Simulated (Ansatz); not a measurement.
# Ge52Si12: the cost of one run

All numbers are computed with Ansatz 0.2.0 (PAW, plane waves).

**1. The system as built**

64 atoms (52 Ge, 12 Si); a = 11.259 Å, b = 11.259 Å, c = 11.259 Å, α = 90.00°, β = 90.00°, γ = 90.00°. All atoms were shaken off their sites by about 0.02 Å along each axis.

Plan of the steps: (2) PBEsol cell relaxation at the single k point (¼, ¼, ¼), on 1 × NVIDIA H100 80GB HBM3 with 4 threads of AMD EPYC 7R13; (3) HSE06 with spin–orbit coupling single point at the Γ point alone, on 1 × NVIDIA H100 80GB HBM3 with 4 threads of AMD EPYC 7R13.

**2. PBEsol relaxation of the cell and the positions**

Contents of in.yaml:

```yaml
crystal:
  lattice:
    - [11.258919, 0.000000, 0.000000]
    - [0.000000, 11.258919, 0.000000]
    - [0.000000, 0.000000, 11.258919]
  atoms:
    - { symbol: Ge, position: [0.999135, 0.999469, 0.002020] }
    - { symbol: Ge, position: [0.000963, 0.000967, 0.497623] }
    - { symbol: Ge, position: [0.998406, 0.499211, 0.000079] }
    - { symbol: Ge, position: [0.001879, 0.496261, 0.499574] }
    - { symbol: Ge, position: [0.501428, 0.998609, 0.000194] }
    - { symbol: Ge, position: [0.502437, 0.499816, 0.999723] }
    - { symbol: Ge, position: [0.124982, 0.124190, 0.123243] }
    - { symbol: Ge, position: [0.127021, 0.125300, 0.621508] }
    - { symbol: Ge, position: [0.125148, 0.624934, 0.124914] }
    - { symbol: Ge, position: [0.125166, 0.628740, 0.624584] }
    - { symbol: Ge, position: [0.625332, 0.126856, 0.123741] }
    - { symbol: Ge, position: [0.625781, 0.126397, 0.623217] }
    - { symbol: Ge, position: [0.623143, 0.626085, 0.624221] }
    - { symbol: Ge, position: [0.251175, 0.253880, 0.002819] }
    - { symbol: Ge, position: [0.250035, 0.249773, 0.499800] }
    - { symbol: Ge, position: [0.250753, 0.749207, 0.499636] }
    - { symbol: Ge, position: [0.750985, 0.247238, 0.999039] }
    - { symbol: Ge, position: [0.746676, 0.252587, 0.503733] }
    - { symbol: Ge, position: [0.751347, 0.751711, 0.000166] }
    - { symbol: Ge, position: [0.748733, 0.749640, 0.501362] }
    - { symbol: Ge, position: [0.372025, 0.375033, 0.122181] }
    - { symbol: Ge, position: [0.373787, 0.374595, 0.624672] }
    - { symbol: Ge, position: [0.374133, 0.876200, 0.120991] }
    - { symbol: Ge, position: [0.374847, 0.874201, 0.625833] }
    - { symbol: Ge, position: [0.877173, 0.374712, 0.124400] }
    - { symbol: Ge, position: [0.875261, 0.376558, 0.623843] }
    - { symbol: Ge, position: [0.871681, 0.875818, 0.125710] }
    - { symbol: Ge, position: [0.874180, 0.876305, 0.626836] }
    - { symbol: Ge, position: [0.248677, 0.000405, 0.745990] }
    - { symbol: Ge, position: [0.245969, 0.502719, 0.252802] }
    - { symbol: Ge, position: [0.251333, 0.500145, 0.751009] }
    - { symbol: Ge, position: [0.748827, 0.998802, 0.250632] }
    - { symbol: Ge, position: [0.748721, 0.997419, 0.749206] }
    - { symbol: Ge, position: [0.750687, 0.501074, 0.250652] }
    - { symbol: Ge, position: [0.748540, 0.502119, 0.749333] }
    - { symbol: Ge, position: [0.374491, 0.123802, 0.874710] }
    - { symbol: Ge, position: [0.377086, 0.626643, 0.372106] }
    - { symbol: Ge, position: [0.876969, 0.124919, 0.375397] }
    - { symbol: Ge, position: [0.875819, 0.125190, 0.874329] }
    - { symbol: Ge, position: [0.878571, 0.627471, 0.374388] }
    - { symbol: Ge, position: [0.999780, 0.252257, 0.249304] }
    - { symbol: Ge, position: [0.997972, 0.251091, 0.750622] }
    - { symbol: Ge, position: [0.001071, 0.750219, 0.749863] }
    - { symbol: Ge, position: [0.504811, 0.249480, 0.251922] }
    - { symbol: Ge, position: [0.500791, 0.250725, 0.753902] }
    - { symbol: Ge, position: [0.501096, 0.752452, 0.252280] }
    - { symbol: Ge, position: [0.124697, 0.373117, 0.371820] }
    - { symbol: Ge, position: [0.125399, 0.374702, 0.876533] }
    - { symbol: Ge, position: [0.126097, 0.876523, 0.373830] }
    - { symbol: Ge, position: [0.623544, 0.376020, 0.874054] }
    - { symbol: Ge, position: [0.624405, 0.872915, 0.377485] }
    - { symbol: Ge, position: [0.626252, 0.876424, 0.872616] }
    - { symbol: Si, position: [0.499940, 0.000032, 0.501901] }
    - { symbol: Si, position: [0.499839, 0.498848, 0.499003] }
    - { symbol: Si, position: [0.621851, 0.624374, 0.127193] }
    - { symbol: Si, position: [0.250551, 0.749902, 0.997343] }
    - { symbol: Si, position: [0.251556, 0.000583, 0.251393] }
    - { symbol: Si, position: [0.375982, 0.123570, 0.373207] }
    - { symbol: Si, position: [0.376667, 0.623396, 0.871705] }
    - { symbol: Si, position: [0.875506, 0.624680, 0.874107] }
    - { symbol: Si, position: [0.998929, 0.749465, 0.248764] }
    - { symbol: Si, position: [0.497629, 0.750408, 0.743905] }
    - { symbol: Si, position: [0.123468, 0.873155, 0.875083] }
    - { symbol: Si, position: [0.629288, 0.374368, 0.373479] }
  symmetry: { detect: false }
kpoints:
  mp_grid: { grid: [1, 1, 1], shift: [0.25, 0.25, 0.25] }
hamiltonian:
  xc: pbesol
scf:
  occupations: { method: fermi_dirac, width: 0.01 }
relax:
  f_tol: 0.03
  max_steps: 80
  escape_saddle: false
  adjacent_minimum: "off"
  cell: { fix: [shape] }
output:
  forces: true
  eigenvalues: true
  populations: true
```

Command:

```
$ ansatz run in.yaml --threads 4 --pin off --max-ram 42750MiB --runs-dir r --events-out ev --progress --plain --backend cuda --devices 0, --max-vram 37GiB
```

Q: Estimate wall time and peak memory on 1 × NVIDIA H100 80GB HBM3 with 4 threads of AMD EPYC 7R13, shared host.

About 25 s, with a peak of 1.6 GiB on the host.
